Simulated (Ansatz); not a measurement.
**H₆O₂SSi₂: one species, many methods**

How much do the methods differ for H₆O₂SSi₂? The plan is to run it at one geometry with functionals of several rungs and with coupled cluster, and see how far each lands from CCSD(T) at the basis-set limit for the atomisation energy.

Program: Ansatz 0.2.0, Gaussian basis. Level of theory: functionals in def2-TZVPP, the program's frozen cores in correlated methods. These are calculated values, not measurements.

The runs, in order: LDA (SPW92), PBE-D4, revPBE-D4, BLYP-D4, r2SCAN-D4, B97M-V, PBE0-D4, B3LYP-D4, r2SCANh-D4, r2SCAN0-D4, HSE06-D4, BHLYP-D4, CAM-B3LYP-D4, LC-ωPBE, ωB97X-V, ωB97M-V, B2PLYP, PBE-QIDH; CCSD(T)/def2-SVP; CCSD(T)/def2-TZVPP; MP2/def2-QZVPP; extrapolation to the limit; RPA on PBE.

### Step 1. The geometry

All runs share one geometry, relaxed beforehand with PBE0-D4 in a triple-zeta def2 set.

SMILES `O[SiH](O)S[SiH3]`, 11 atoms, charge 0, spin multiplicity 1.

Atoms are counted from 1 here; the program's logs count them from 0.

Bond lengths: O1–Si2 1.628 Å, O1–H6 0.959 Å, Si2–O3 1.636 Å, Si2–S4 2.139 Å, Si2–H7 1.478 Å, O3–H8 0.958 Å, S4–Si5 2.140 Å, Si5–H9 1.484 Å, Si5–H10 1.484 Å, Si5–H11 1.482 Å. Angles: Si2–O1–H6 117.9°, O1–Si2–O3 108.6°, O1–Si2–S4 113.9°, O1–Si2–H7 104.7°, O3–Si2–S4 106.4°, O3–Si2–H7 113.7°, S4–Si2–H7 109.8°, Si2–O3–H8 117.5°, Si2–S4–Si5 98.0°, S4–Si5–H9 110.9°, S4–Si5–H10 110.9°, S4–Si5–H11 105.9°, H9–Si5–H10 109.2°, H9–Si5–H11 110.1°, H10–Si5–H11 109.8°.

Coordinates:

```mol
H6O2SSi2
  3D, bonds by distance, orders not assigned

 11 10  0  0  0  0  0  0  0  0999 V2000
   -1.5587   -0.4435    1.4088 O   0  0
   -0.1132   -0.8496    0.7805 Si  0  0
    0.1068   -2.4591    0.9744 O   0  0
    0.0569   -0.4661   -1.3170 S   0  0
    0.4998    1.6248   -1.2021 Si  0  0
   -2.3404   -0.8618    1.0432 H   0  0
    0.8624   -0.0230    1.5211 H   0  0
    0.7517   -2.8893    0.4107 H   0  0
   -0.5005    2.3328   -0.3656 H   0  0
    1.8540    1.8499   -0.6377 H   0  0
    0.4465    2.1278   -2.5957 H   0  0
  1  2  8  0
  2  3  8  0
  2  4  8  0
  4  5  8  0
  1  6  8  0
  2  7  8  0
  3  8  8  0
  5  9  8  0
  5 10  8  0
  5 11  8  0
M  END
```

### Step 2. LDA

This LDA is Slater exchange with PW92 correlation.

Input file in.yaml:

```yaml
crystal:
  periodic: [false, false, false]
  atoms:
    - {symbol: O, position_ang: [-1.558695, -0.443510, 1.408753]}
    - {symbol: Si, position_ang: [-0.113161, -0.849586, 0.780535]}
    - {symbol: O, position_ang: [0.106769, -2.459113, 0.974446]}
    - {symbol: S, position_ang: [0.056873, -0.466138, -1.317001]}
    - {symbol: Si, position_ang: [0.499836, 1.624832, -1.202118]}
    - {symbol: H, position_ang: [-2.340449, -0.861845, 1.043197]}
    - {symbol: H, position_ang: [0.862396, -0.023045, 1.521140]}
    - {symbol: H, position_ang: [0.751683, -2.889252, 0.410721]}
    - {symbol: H, position_ang: [-0.500517, 2.332768, -0.365600]}
    - {symbol: H, position_ang: [1.854005, 1.849916, -0.637703]}
    - {symbol: H, position_ang: [0.446459, 2.127773, -2.595671]}
basis:
  gaussian: {orbitals: def2-TZVPP}
hamiltonian: {xc: lda}
output: {orbitals: {seedname: orbitals}}
```

After this run come: PBE-D4 (GGA); revPBE-D4 (GGA); BLYP-D4 (GGA); r2SCAN-D4 (meta-GGA); B97M-V (meta-GGA); PBE0-D4 (hybrid); B3LYP-D4 (hybrid); r2SCANh-D4 (hybrid); r2SCAN0-D4 (hybrid); HSE06-D4 (hybrid); BHLYP-D4 (hybrid); CAM-B3LYP-D4 (range-separated); LC-ωPBE-D4 (range-separated); ωB97X-V (range-separated); ωB97M-V (range-separated); B2PLYP (double hybrid); PBE-QIDH (double hybrid); CCSD(T) in def2-SVP; CCSD(T) in def2-TZVPP; MP2 in def2-QZVPP; RPA on PBE orbitals.

Q: Predict the results of all the runs planned. Wanted: atomisation energy, CCSD(T)/CBS; farthest beyond LDA; mean size of error, GGA; mean size of error, meta-GGA; mean size of error, hybrid; mean size of error, range-separated; mean size of error, double hybrid; gap, smallest and largest; T1 diagnostic.

The runs gave:

| quantity | value |
| --- | --- |
| atomisation energy, CCSD(T)/CBS | 3857.4 kJ/mol |
| functionals within 19.3 kJ/mol (0.5 %) | PBE-D4, r2SCAN-D4, B97M-V, ωB97X-V, ωB97M-V |
| farthest beyond LDA | BHLYP-D4 (-141.5 kJ/mol) |
| mean size of error, GGA | 60.4 kJ/mol |
| mean size of error, meta-GGA | 11.9 kJ/mol |
| mean size of error, hybrid | 76.2 kJ/mol |
| mean size of error, range-separated | 26.8 kJ/mol |
| mean size of error, double hybrid | 79.8 kJ/mol |
| gap, smallest and largest | 5.41 eV (LDA (SPW92)), 12.46 eV (LC-ωPBE) |
| T1 diagnostic | 0.0118 |
| triples share of the correlation energy | 3.7 % |

LDA overbinds by 483.7 kJ/mol (13 %). PBE-D4 misses by -17.2 kJ/mol. Double hybrids carry the basis error of their MP2 part in triple zeta, and no dispersion term here, so their miss is partly the set-up's. By mean error the best rung here is meta-GGA (11.9 kJ/mol) and the worst beyond LDA is double hybrid (79.8 kJ/mol). Misses under about 19.3 kJ/mol are within the doubt on the reference itself, which lacks core-valence correlation, relativity and higher excitations. Hartree-Fock recovers 72 % of the binding; the rest is correlation. CCSD(T) in def2-SVP is off by -359.9 kJ/mol, more than most functionals: a good method in a small basis is no reference. The gap grows from 5.4 to 12.5 eV across the functionals, mostly with the share of exact exchange.
